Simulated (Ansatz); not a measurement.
# C2H7F2NSi: the cost of one run

Program: Ansatz 0.2.0. Level of theory: RKS B3LYP-D4/STO-3G. These are calculated values, not measurements.

### 1 The starting structure

Bond lengths: Si1–H2 1.460 Å, Si1–N3 1.820 Å, N3–C4 1.470 Å, C4–H5 1.110 Å, C4–H6 1.110 Å, C4–H7 1.110 Å, N3–C8 1.470 Å, C8–H9 1.110 Å, C8–H10 1.110 Å, C8–H11 1.110 Å, Si1–F12 1.589 Å, Si1–F13 1.589 Å. Angles (14 of 21 angles, heavy atoms first): N3–Si1–F12 109.5°, N3–Si1–F13 109.5°, F12–Si1–F13 109.5°, Si1–N3–C4 120.0°, Si1–N3–C8 120.0°, C4–N3–C8 120.0°, H2–Si1–N3 109.5°, H2–Si1–F12 109.5°, H2–Si1–F13 109.5°, N3–C4–H5 109.5°, N3–C4–H6 109.5°, N3–C4–H7 109.5°, N3–C8–H9 109.5°, N3–C8–H10 109.5°.

Structure file:

```xyz
13

Si    0.0000    0.0000    0.0000
H     0.0000    0.0000    1.4600
N     1.7163    0.0000   -0.6061
C     2.4072   -1.2730   -0.8567
H     1.7433   -1.9470   -1.4373
H     3.3364   -1.0830   -1.4334
H     2.6645   -1.7518    0.1112
C     2.4114    1.2730   -0.8449
H     3.0382    1.1875   -1.7570
H     1.6647    2.0824   -0.9844
H     3.0569    1.5118    0.0259
F    -0.7489    1.2974   -0.5295
F    -0.7489   -1.2974   -0.5295
```

### 2 Preparing the start

input.yaml

```yaml
crystal:
  periodic: [false, false, false]
  atoms:
    - { symbol: Si, position_ang: [0.0, 0.0, 0.0] }
    - { symbol: H, position_ang: [0.0, 0.0, 1.46] }
    - { symbol: "N", position_ang: [1.7163, 0.0, -0.6061] }
    - { symbol: C, position_ang: [2.4072, -1.273, -0.8567] }
    - { symbol: H, position_ang: [1.7433, -1.947, -1.4373] }
    - { symbol: H, position_ang: [3.3364, -1.083, -1.4334] }
    - { symbol: H, position_ang: [2.6645, -1.7518, 0.1112] }
    - { symbol: C, position_ang: [2.4114, 1.273, -0.8449] }
    - { symbol: H, position_ang: [3.0382, 1.1875, -1.757] }
    - { symbol: H, position_ang: [1.6647, 2.0824, -0.9844] }
    - { symbol: H, position_ang: [3.0569, 1.5118, 0.0259] }
    - { symbol: F, position_ang: [-0.7489, 1.2974, -0.5295] }
    - { symbol: F, position_ang: [-0.7489, -1.2974, -0.5295] }
basis:
  gaussian: { orbitals: STO-3G }
hamiltonian:
  xc: b3lyp
  dispersion: d4
relax:
  f_tol: 0.02
  max_steps: 40
```

Started as:

```
$ ansatz run input.yaml --threads 1 --pin off --max-ram 2048MiB --backend cpu --events-out ev --progress --plain --runs-dir out
```

Q: Estimate wall time and peak memory on 1 thread of Arm Neoverse V1, shared host.

About 40 s, with a peak of 0.15 GiB.
